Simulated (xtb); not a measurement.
**GaHBrCl (SMILES [Cl][GaH][Br]): GFN2-xTB**

Aim: a structure relaxation of GaHBrCl. 

The results are computed with xtb 6.7.1 later snapshot.

3 further runs of the same task are left out: 3 set aside as unsound or not needed.

## (1) Starting point

GaHBrCl: 4 atoms, total charge 0, spin state singlet. SMILES: `[Cl][GaH][Br]`. The coordinates come from a PBE0-D4/def2-TZVP relaxation. The run starts from this shape.

Bond lengths: Cl1–Ga2 2.130 Å, Ga2–Br3 2.272 Å, Ga2–H4 1.547 Å. Angles: Cl1–Ga2–Br3 115.6°, Cl1–Ga2–H4 121.7°, Br3–Ga2–H4 122.7°.

## (2) A geometry optimisation at GFN2-xTB

The input, input.xyz:

```xyz
4
start
Cl    -1.970500    -0.096100    -0.528400
Ga     0.088800     0.166300    -0.052400
Br     1.109200    -1.623600     0.905300
H      0.828100     1.493000    -0.344800
```

Command:

```bash
$ xtb --opt vtight --gfn2 -- input.xyz > out.txt 2> xtb.err
```

**Question.** What will come out? Wanted: total energy at the end; dipole moment; HOMO energy; LUMO energy; HOMO–LUMO gap; dispersion energy; mean polarisability.

Answer, from the run:

At GFN2-xTB:

| quantity | value |
| --- | --- |
| total energy at the end | -10.46583 Eh |
| dipole moment | 4.71 D |
| HOMO energy | -12.31 eV |
| LUMO energy | -7.75 eV |
| HOMO–LUMO gap | 4.56 eV |
| dispersion energy | -7.09 kJ/mol |
| mean polarisability (D4 model) | 73.0 bohr³ |

In words: At the final geometry: Bond lengths: Cl1–Ga2 2.078 Å, Ga2–Br3 2.279 Å, Ga2–H4 1.548 Å. Angles: Cl1–Ga2–Br3 119.0°, Cl1–Ga2–H4 126.0°, Br3–Ga2–H4 114.9°. The optimisation took 8 steps and changed the energy by -0.030 eV.
